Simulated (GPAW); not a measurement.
Runs of GPAW 26.7.0 on InSb3. It takes space group Fm-3m (No. 225, cubic). Conventional cell: a = 7.589 Å, b = 7.589 Å, c = 7.589 Å, α = 90.00°, β = 90.00°, γ = 90.00°. Around Sb (site symmetry m-3m) lie 8 Sb at 3.29 Å. Sb (site symmetry -43m) is surrounded by 4 In at 3.29 Å and 4 Sb at 3.29 Å. Around In (site symmetry m-3m) lie 8 Sb at 3.29 Å. The cell comes from a database or a generator and needn't be the stable form of this composition.

```csv
task,level,potentials or basis,cell,k mesh,cutoff (eV),maxiter,optimizer,fmax,max steps,convergence,gap on the mesh (eV),pressure (GPa),relaxed volume (Å³/atom)
relaxation of cell and atoms,PBEsol+D3(BJ)+ATM,"PAW data sets generated in the run's folder for this functional, pw",relaxed,5 × 5 × 5,600,150,BFGS,0.02 eV/Å,60,density=1e-05 forces=0.0001,none,0.0,24.58
single point,PBE,"GPAW PAW data sets (gpaw-data 1.2.1), pw",as given,5 × 5 × 5,450,120,-,-,-,default,none,-2.2,-
relaxation of cell and atoms,PBEsol+D3(BJ),"PAW data sets generated in the run's folder for this functional, pw",relaxed,5 × 5 × 5,600,150,BFGS,0.02 eV/Å,60,density=1e-05 forces=0.0001,none,0.0,24.45
relaxation of cell and atoms,PBEsol+D4,"PAW data sets generated in the run's folder for this functional, pw",relaxed,5 × 5 × 5,600,150,BFGS,0.02 eV/Å,60,density=1e-05 forces=0.0001,none,0.0,(a)
```

Alike in all rows: no spin polarisation; smearing fermi-dirac 0.05 eV.

Task: Fill in the values left out.

Result: (a) 24.93.

Caveats: later steps reuse the first step's grids (some runs); pairwise dispersion overbinds metals, which lowers pressure and volume (some runs); the cutoff is short for stress and forces, so pressures can be off by a GPa or more (some runs).

A k mesh can miss the band edges, and the runs leave out spin-orbit coupling on In, Sb.

A gap of «none» marks a metal or a gap under the smearing width.

Not every run made on this cell is shown here.
